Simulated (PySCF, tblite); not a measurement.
# C₇H₁₄Si: geometry, infrared bands and NMR shifts

Aim: predict the infrared bands and NMR shifts of C₇H₁₄Si (`C#CCCC(C)(C)[SiH3]`).

Computed with tblite 0.8.0 and PySCF 2.14.0, with density-fitted response routines of our own, on a single molecule in the gas phase. Atoms are numbered from 0 throughout.

**1. The starting structure**

22 atoms, charge 0, multiplicity 1; geometry from: force field or distance geometry start.

Bonds of the start (Å): C0–C1 1.21, C1–C2 1.46, C2–C3 1.55, C3–C4 1.57, C4–C5 1.56, C4–C6 1.54, C4–Si7 1.97, C0–H8 1.06, C2–H9 1.10, C2–H10 1.10, C3–H11 1.09, C3–H12 1.08, C5–H13 1.09, C5–H14 1.11, C5–H15 1.08, C6–H16 1.10, C6–H17 1.10, C6–H18 1.09, Si7–H19 1.48, Si7–H20 1.48, Si7–H21 1.49.

**2. Relaxing the molecule with GFN2-xTB**

What the job is given:

```
{"job": {"kind": "relax", "xc": "GFN2-xTB", "basis": "xTB"}, "charge": 0, "multiplicity": 1}
C      4.160300     0.125700     0.307400
C      2.997200    -0.211800     0.334300
C      1.602600    -0.646100     0.393800
C      0.687500     0.405600    -0.294600
C     -0.847500     0.100800    -0.251900
C     -1.545900     1.134000    -1.190500
C     -1.151300    -1.308400    -0.807500
Si    -1.587300     0.303800     1.566100
H      5.177100     0.431300     0.277900
H      1.300400    -0.793400     1.439500
H      1.499600    -1.611600    -0.116800
H      0.873000     1.381500     0.163200
H      1.003100     0.487500    -1.324600
H     -2.623400     0.989100    -1.215700
H     -1.353900     2.172000    -0.856900
H     -1.177300     1.045000    -2.205000
H     -0.767400    -2.095500    -0.142100
H     -2.233000    -1.481500    -0.904300
H     -0.704800    -1.450400    -1.788100
H     -1.268900     1.660800     2.069700
H     -0.985800    -0.724800     2.443300
H     -3.064800     0.105700     1.497800
```

On the command line:

```console
$ OMP_NUM_THREADS=1 python probes_run.py task.json out
```

This one command runs all jobs of the session in turn.

**Question.** This job is followed by: GFN2-xTB harmonic vibrations, gas phase; GIAO PBE0/pcSseg-1 NMR shielding, non-relativistic, gas phase. Predict these results of the whole session: strongest single infrared mode (GFN2-xTB); zero-point energy (GFN2-xTB); ¹³C shifts against TMS (PBE0/pcSseg-1, means over atoms taken as alike); ¹H shifts against TMS (PBE0/pcSseg-1, means over atoms taken as alike); ²⁹Si shifts against TMS (PBE0/pcSseg-1).

**Answer**, as computed:

| quantity | value |
| --- | --- |
| strongest single infrared mode (GFN2-xTB) | 2245 cm⁻¹, 371 km/mol |
| zero-point energy (GFN2-xTB) | 113.7 kcal/mol |
| ¹³C shifts against TMS (PBE0/pcSseg-1, means over atoms taken as alike) | 89.3, 74.8, 48.2, 29.3, 23.4, 19.2 ppm |
| ¹H shifts against TMS (PBE0/pcSseg-1, means over atoms taken as alike) | 3.73, 2.27, 1.62, 1.38, 1.08 ppm |
| ²⁹Si shifts against TMS (PBE0/pcSseg-1) | -54.9 ppm |

Over 93 steps the energy fell by 0.140 eV; of the close pairs, C4–Si7 changed most, 1.973 to 1.920 Å. All 60 modes are real, so the xTB geometry is a minimum. The strongest single mode, at 2245 cm⁻¹, moves mainly H20. Unscaled tight-binding wavenumbers are off by several per cent, some by more. Its intensities can rank the bands wrongly. At PBE0/pcSseg-1: The widest tensor belongs to C1: span 304 ppm, with a paramagnetic part of -159 ppm.
